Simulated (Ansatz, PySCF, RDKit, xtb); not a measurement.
# Solving CH2BrSi−, step by step

Only the formula CH2BrSi− is given (charge -1). Aim: find the structure of lowest free energy at 298.15 K, then its properties.

Plan: many cheap relaxations first (GFN2-xTB), then density-functional screening, relaxation at PBE0-D3(BJ)/def2-SVPD, vibrations and a final energy. The numbers are computed, not measured.

4 further runs of the same task are left out: 4 set aside as unsound or not needed.

### Step 1. Possible bonding patterns

A program enumerates the bonding patterns with one Lewis structure each (two rings at most, one unusual centre or charged pair), with their diastereomers. O–O, O–halogen and N–halogen bonds and N–N–N chains are not drawn. That gives 4 candidates.

```
label         SMILES     spin
 c039  [SiH2]=[C-]Br  singlet
 c262  [CH-]=[SiH]Br  singlet
 c490     [SiH-]=CBr  singlet
 c896      C=[Si-]Br  singlet
```

Candidates are built by distance geometry, with a force field where one applies, in up to four conformers (letters a to d). 16 starts with atoms placed at random are added, to find patterns that the rules miss.

**Question.** With final energies at CCSD(T)/def2-SVPD + MP2/def2-TZVPPD - MP2/def2-SVPD, which structure will this search put lowest in free energy, and by what margin?

| quantity | value |
| --- | --- |
| lowest structure found | C=[Si-]Br, singlet, Cs |
| next finalist | [SiH-]=CBr, singlet, 39.8 kcal/mol higher in G |
| share at equilibrium, among the finalists | 100.0 % |
| harmonic wavenumbers, lowest and highest (PBE0-D3(BJ)/def2-SVPD) | 188 and 3181 cm⁻¹ |
| rotational constants, same geometry | 0.6405, 0.08414, 0.07437 cm⁻¹ |
| HOMO energy (PBE0/def2-TZVPD) | -1.20 eV |
| LUMO energy (PBE0/def2-TZVPD) | 3.61 eV |
| HOMO–LUMO gap (to an unbound level, set by the basis) (PBE0/def2-TZVPD) | 4.80 eV |
| lowest excitation (TD-B3LYP/def2-SVPD) | 3.93 eV (f = 0.006) |
| strongest of the states computed, same level | 4.63 eV (f = 0.183) |
| lowest triplet excitation, same level, Tamm-Dancoff | 2.73 eV |
| vertical detachment energy | 2.91 eV |
| vertical triplet less singlet | +2.60 eV |

`C=[Si-]Br` comes out lowest. The margin of 39.8 kcal/mol over the next finalist is beyond the usual error of the last level; it says nothing of structures that weren't ranked. GFN2-xTB, HF/STO-3G, r2SCAN-D4/def2-SVPD, PBE0-D3(BJ)/def2-SVPD, HF/def2-SVPD and MP2/def2-SVPD already put its bonding pattern lowest among the structures in one piece. In an anion, excitations above the detachment energy lie in the continuum and hang on the basis, so they needn't be bound states. The search is not exhaustive (a finite list of starts, one conformer a finalist), so a lower isomer can't be ruled out.
